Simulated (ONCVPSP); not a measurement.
# Se: generating and testing an ONCV potential

Aim: build the potential from the settings below, then test how well it stands in for the atom: other configurations, scattering, ghost states and the plane-wave cutoff that it needs.

The numbers are computed with ONCVPSP 4.0.1.1 (patched build) (PBE, scalar-relativistic, spin-unpolarised reference atom).

### 1 Starting point

The settings as typed:

```json
{
  "element": "selenium (Se, Z = 34)",
  "type": "optimised norm-conserving Vanderbilt (ONCV)",
  "frozen core": "[Ne] 3s2",
  "valence charge": "22",
  "reference configuration": "3p6 3d10 4s2 4p4",
  "partial waves": "4s: rc 1.20 bohr, ncon 3, nbas 7, qcut 6.2 1/bohr, 2 projectors, debl 2.2 Ha; 3p+4p: rc 1.05 bohr, ncon 3, nbas 7, qcut 16.7 1/bohr, 2 projectors; 3d: rc 0.90 bohr, ncon 4, nbas 8, qcut 17.7 1/bohr, 2 projectors, debl 2.4 Ha; f scattering state at 0.04 Ha: rc 0.95 bohr, ncon 4, nbas 8, qcut 12.1 1/bohr, 2 projectors, debl 3.9 Ha",
  "local potential": "polynomial inside 0.70 bohr (lpopt 5, dvloc0 0 Ha)",
  "core correction": "not asked for"
}
```

An earlier all-electron run gives the scale for the radii.

All-electron outer shells of the reference configuration (PBE, scalar-relativistic, ld1.x):

| shell | level (eV) | outermost node (bohr) | outermost maximum (bohr) |
| --- | --- | --- | --- |
| 2p | -1413.61 | – | 0.13 |
| 3s | -213.51 | 0.24 | 0.50 |
| 3p | -152.98 | 0.21 | 0.50 |
| 3d | -53.12 | – | 0.45 |
| 4s | -17.29 | 0.70 | 1.51 |
| 4p | -6.51 | 0.74 | 1.82 |

### 2 The generation run

File Se.dat:

```
# ATOM AND REFERENCE CONFIGURATION
# atsym  z   nc   nv     iexc    psfile
  Se 34.00    4    4        4      upf
#
#   n    l    f
    1    0    2.00
    2    0    2.00
    2    1    6.00
    3    0    2.00
    3    1    6.00
    3    2   10.00
    4    0    2.00
    4    1    4.00
#
# PSEUDOPOTENTIAL AND OPTIMIZATION
# lmax
    3
#
#   l,   rc,      ep,       ncon, nbas, qcut
    0    1.20    0.00    3    7    6.20
    1    1.05    0.00    3    7   16.70
    2    0.90    0.00    4    8   17.70
    3    0.95    0.04    4    8   12.10
#
# LOCAL POTENTIAL
# lloc, lpopt,  rc(5),   dvloc0
    4    5    0.70    0.00
#
# VANDERBILT-KLEINMAN-BYLANDER PROJECTORs
# l, nproj, debl
    0    2    2.20
    1    2    1.60
    2    2    2.40
    3    2    3.90
#
# MODEL CORE CHARGE
# icmod, fcfact, rcfact
    0    0.00    0.00
#
# LOG DERIVATIVE ANALYSIS
# epsh1, epsh2, depsh
   -7.00    5.00    0.04
#
# OUTPUT GRID
# rlmax, drl
    6.00    0.01
#
# TEST CONFIGURATIONS
# ncnf
    4
# nvcnf
#   n    l    f
    4
    3    1    6.00
    3    2   10.00
    4    0    2.00
    4    1    3.00
#
    4
    3    1    6.00
    3    2   10.00
    4    0    2.00
    4    1    2.00
#
    4
    3    1    6.00
    3    2   10.00
    4    0    2.00
    4    1    1.00
#
    4
    3    1    6.00
    3    2    9.00
    4    0    2.00
    4    1    4.00
#
```

Run with:

```sh
$ oncvpsp.x < Se.dat > Se.out
```

Before running it: what results should come out? Wanted: cutoffs for 1 and 0.1 mHa per electron, occupied waves; bound ghosts; GHOST(+) flags; largest test error; largest phase difference near zero energy, channels read.

As calculated:

```
                                                quantity                         value
  cutoffs for 1 and 0.1 mHa per electron, occupied waves             128 Ha and 141 Ha
                                            bound ghosts               s at -180.13 eV
                                          GHOST(+) flags            none at low energy
                            largest test error (AE − PS)  -37 meV, for 3p6 3d9 4s2 4p4
largest phase difference near zero energy, channels read                     0.000 rad
```

**Reading.** It has a bound ghost (s), a state that the atom doesn't have, and that rules the file out. The worst unpolarised test, 3p6 3d9 4s2 4p4, is off by 37 meV on 64.1 eV; by total energies transferability rates as fair. That test lies far up in energy; among those under 40 eV, nearer to bonding, the largest error is 4.1 meV. It counts as very hard, with 128 Ha needed at the looser tolerance. At the looser tolerance the 3d wave is the slowest; 3p needs 71 Ha. Near zero energy the phases of the channels with partial waves agree within 0.001 rad. The pseudo curves have a pole with no partner nearby in the atom's: s at -6.46 Ha. All of this concerns the isolated atom, not yet a solid.
